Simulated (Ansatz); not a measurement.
# C4H4Cl2F6O2Si: basis-set convergence

One table from this session's results is given with a row withheld; the runs are named, their logs left out.

The runs use Ansatz 0.2.0, Gaussian basis; one geometry, several basis sets.

Levels to be run: PBE0-D4/def2-SVP; ωB97M-V/def2-SVP; PBE0-D4/def2-QZVPP; ωB97M-V/def2-QZVPP; the functionals' def2-TZVPP values are taken from earlier runs.

## The geometry

The geometry comes from an earlier relaxation with PBE0-D4 in a triple-zeta def2 set; it is a stationary point, not always the lowest conformer.

SMILES `FC(F)(F)CO[Si](Cl)(Cl)OCC(F)(F)F`, 19 atoms, charge 0, spin multiplicity 1.

Atoms are counted from 1 here; the program's logs count them from 0.

Bond lengths: F1–C2 1.336 Å, C2–F3 1.338 Å, C2–F4 1.332 Å, C2–C5 1.514 Å, C5–O6 1.402 Å, C5–H16 1.093 Å, C5–H17 1.094 Å, O6–Si7 1.622 Å, Si7–Cl8 2.020 Å, Si7–Cl9 2.020 Å, Si7–O10 1.622 Å, O10–C11 1.402 Å, C11–C12 1.514 Å, C11–H18 1.094 Å, C11–H19 1.093 Å, C12–F13 1.338 Å, C12–F14 1.336 Å, C12–F15 1.332 Å. Angles: F1–C2–F3 107.9°, F1–C2–F4 108.1°, F1–C2–C5 109.5°, F3–C2–F4 107.5°, F3–C2–C5 111.6°, F4–C2–C5 112.0°, C2–C5–O6 108.7°, C2–C5–H16 108.0°, C2–C5–H17 107.5°, O6–C5–H16 110.5°, O6–C5–H17 112.9°, H16–C5–H17 109.1°, C5–O6–Si7 125.8°, O6–Si7–Cl8 105.4°, O6–Si7–Cl9 111.5°, O6–Si7–O10 111.9°, Cl8–Si7–Cl9 111.4°, Cl8–Si7–O10 111.5° and more.

The first run:

File in.yaml:

```yaml
crystal:
  periodic: [false, false, false]
  atoms:
    - {symbol: F, position_ang: [0.073145, 2.307683, 2.581348]}
    - {symbol: C, position_ang: [-0.650605, 1.308516, 2.068237]}
    - {symbol: F, position_ang: [0.025370, 0.169875, 2.260207]}
    - {symbol: F, position_ang: [-1.786007, 1.222482, 2.758977]}
    - {symbol: C, position_ang: [-0.898616, 1.568092, 0.597697]}
    - {symbol: O, position_ang: [-1.653562, 0.508564, 0.074554]}
    - {symbol: Si, position_ang: [-1.434396, -0.188415, -1.373552]}
    - {symbol: Cl, position_ang: [-2.754638, -1.716020, -1.437469]}
    - {symbol: Cl, position_ang: [-1.749251, 1.119720, -2.880301]}
    - {symbol: O, position_ang: [0.089046, -0.710441, -1.568894]}
    - {symbol: C, position_ang: [0.772649, -1.584122, -0.711099]}
    - {symbol: C, position_ang: [2.200926, -1.104145, -0.566145]}
    - {symbol: F, position_ang: [2.256168, 0.128047, -0.047405]}
    - {symbol: F, position_ang: [2.866113, -1.924672, 0.252126]}
    - {symbol: F, position_ang: [2.839907, -1.076760, -1.734259]}
    - {symbol: H, position_ang: [-1.447691, 2.508916, 0.509258]}
    - {symbol: H, position_ang: [0.076867, 1.675031, 0.113992]}
    - {symbol: H, position_ang: [0.336310, -1.624466, 0.291381]}
    - {symbol: H, position_ang: [0.796665, -2.592283, -1.132355]}
basis:
  gaussian: {orbitals: def2-SVP}
hamiltonian: {xc: pbe0, dispersion: d4}
output: {orbitals: {seedname: orbitals}}
```

Launch:

```console
> ansatz run in.yaml --threads 11 --pin off --events-out ev --progress --plain --max-ram 174080MiB --backend cpu
```

Among the steps run: PBE0-D4 in def2-SVP; ωB97M-V in def2-SVP; PBE0-D4 in def2-QZVPP; ωB97M-V in def2-QZVPP.

One of the session's tables, all rows but one given; the rest of the session is left out.

It belongs to the step «Density functionals: the series». 

```
functional       basis  HOMO (eV)  LUMO (eV)
   PBE0-D4    def2-SVP      -9.35       0.60
   PBE0-D4  def2-TZVPP      -9.44       0.19
   PBE0-D4  def2-QZVPP      -9.48      -0.05
   ωB97M-V    def2-SVP          ?          ?
   ωB97M-V  def2-TZVPP     -11.79       2.11
   ωB97M-V  def2-QZVPP     -11.84       1.47
```

Estimate the missing values for ωB97M-V, def2-SVP.

As computed: HOMO (eV): -11.64; LUMO (eV): 2.67. In the column «HOMO (eV)» it lies between ωB97M-V, def2-TZVPP (-11.79) and PBE0-D4, def2-QZVPP (-9.48).
